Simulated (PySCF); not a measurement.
# CBr2ClF (CBr2ClF): the cost of one run

Programs: PySCF 2.14.0, with density-fitted response routines of our own. Each step states its level of theory. These are calculated values for one molecule in the gas phase, unless marked as measured. Atoms count from 0, in the outputs and in this text.

## Step 1: The starting structure

5 atoms, charge 0, multiplicity 1; geometry from: MMFF94s.

Bonds of the start (Å): F0–C1 1.36, C1–Cl2 1.77, C1–Br3 1.95, C1–Br4 1.95.

## Step 2: Relaxing the molecule at PBE0-D3(BJ)/def2-SVP

Job settings and geometry (Å):

```
{"job": {"xc": "PBE0", "basis": "def2-SVP", "d3": "d3bj", "grid": 1, "kind": "geom"}, "charge": 0, "multiplicity": 1}
F      0.196653     1.443420    -0.017412
C      0.032165     0.093729    -0.002478
Cl     1.621734    -0.681953    -0.110856
Br    -0.813543    -0.423413     1.674191
Br    -1.037009    -0.431783    -1.543445
```

Run with:

```
> OMP_NUM_THREADS=1 python probes_run.py task.json out
```

One launch serves the whole session: the jobs run in the order shown.

Q: Estimate the wall time and peak memory of this first job on 1 thread of Intel Xeon Platinum 8259CL at 2.50GHz, shared host.

About 40 s, with a peak of 0.44 GiB.
